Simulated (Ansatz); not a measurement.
# CH7ISi2: up Jacob's ladder to CCSD(T)

An exercise on one series of results from a longer session: the logs are not shown, and one member is left open.

Program: Ansatz 0.2.0, Gaussian basis. Level of theory: functionals in def2-TZVPP, the program's frozen cores in correlated methods. These are calculated values, not measurements.

The runs, in order: PBE-D4, r2SCAN-D4, PBE0-D4, B3LYP-D4, ωB97X-V, ωB97M-V, B2PLYP; CCSD(T)/def2-TZVPP; MP2/def2-QZVPP; extrapolation to the limit.

## The relaxed structure

All runs share one geometry, relaxed beforehand with PBE0-D4 in a triple-zeta def2 set. I takes the def2 core potential; no spin-orbit term is included.

SMILES `C[SiH]([SiH3])I`, 11 atoms, charge 0, spin multiplicity 1.

Atoms are counted from 1 here; the program's logs count them from 0.

Bond lengths: C1–Si2 1.867 Å, C1–H5 1.091 Å, C1–H6 1.092 Å, C1–H7 1.094 Å, Si2–Si3 2.337 Å, Si2–I4 2.460 Å, Si2–H8 1.487 Å, Si3–H9 1.487 Å, Si3–H10 1.490 Å, Si3–H11 1.486 Å. Angles: Si2–C1–H5 110.8°, Si2–C1–H6 110.5°, Si2–C1–H7 109.8°, H5–C1–H6 108.5°, H5–C1–H7 108.6°, H6–C1–H7 108.6°, C1–Si2–Si3 113.6°, C1–Si2–I4 109.1°, C1–Si2–H8 110.5°, Si3–Si2–I4 106.1°, Si3–Si2–H8 111.1°, I4–Si2–H8 106.1°, Si2–Si3–H9 109.1°, Si2–Si3–H10 110.6°, Si2–Si3–H11 109.8°, H9–Si3–H10 108.8°, H9–Si3–H11 109.4°, H10–Si3–H11 109.1°.

The first run:

File in.yaml:

```yaml
crystal:
  periodic: [false, false, false]
  atoms:
    - {symbol: C, position_ang: [-0.778772, 1.558881, -0.195965]}
    - {symbol: Si, position_ang: [-0.215093, -0.136374, -0.739392]}
    - {symbol: Si, position_ang: [1.148183, -1.213993, 0.823458]}
    - {symbol: I, position_ang: [-2.184017, -1.581363, -1.037814]}
    - {symbol: H, position_ang: [-1.303373, 1.504425, 0.759624]}
    - {symbol: H, position_ang: [-1.452154, 1.994295, -0.936800]}
    - {symbol: H, position_ang: [0.086200, 2.218392, -0.081310]}
    - {symbol: H, position_ang: [0.448471, -0.063663, -2.068266]}
    - {symbol: H, position_ang: [0.409018, -1.342040, 2.107440]}
    - {symbol: H, position_ang: [2.392634, -0.430157, 1.063044]}
    - {symbol: H, position_ang: [1.514304, -2.565402, 0.326581]}
basis:
  gaussian: {orbitals: def2-TZVPP}
hamiltonian: {xc: pbe, dispersion: d4}
output: {forces: true, orbitals: {seedname: orbitals}}
```

On the command line:

```bash
$ ansatz run in.yaml --threads 4 --pin off --events-out ev --progress --plain --max-ram 10444MiB
```

Steps of the session up to this table: PBE-D4 (GGA); r2SCAN-D4 (meta-GGA); PBE0-D4 (hybrid); B3LYP-D4 (hybrid); ωB97X-V (range-separated); ωB97M-V (range-separated); B2PLYP (double hybrid); CCSD(T) in def2-TZVPP; MP2 in def2-QZVPP.

One table of the session follows, with a row left open; its other results are not shown here.

It belongs to the step «Atomisation energies». 

| method | atomisation energy (eV) |
| --- | --- |
| PBE-D4 | 35.851 |
| r2SCAN-D4 | 35.952 |
| PBE0-D4 | 35.751 |
| B3LYP-D4 | 35.816 |
| ωB97X-V | 36.113 |
| ωB97M-V | ? |
| B2PLYP | 35.338 |
| HF/def2-TZVPP | 27.373 |
| MP2/def2-TZVPP | 35.077 |
| CCSD/def2-TZVPP | 34.681 |
| CCSD(T)/def2-TZVPP | 35.069 |
| MP2/CBS | 36.054 |
| CCSD(T)/CBS | 36.046 |

**Question.** Estimate the row for ωB97M-V.

The run gave: atomisation energy (eV): 35.844. In the column «atomisation energy (eV)» it lies between B3LYP-D4 (35.816) and PBE-D4 (35.851).

To keep in mind: Free atoms (1 C, 2 Si, 1 I, 7 H) were run apart at each level; the atomisation energy is their sum less the molecule, without zero-point or spin-orbit terms.
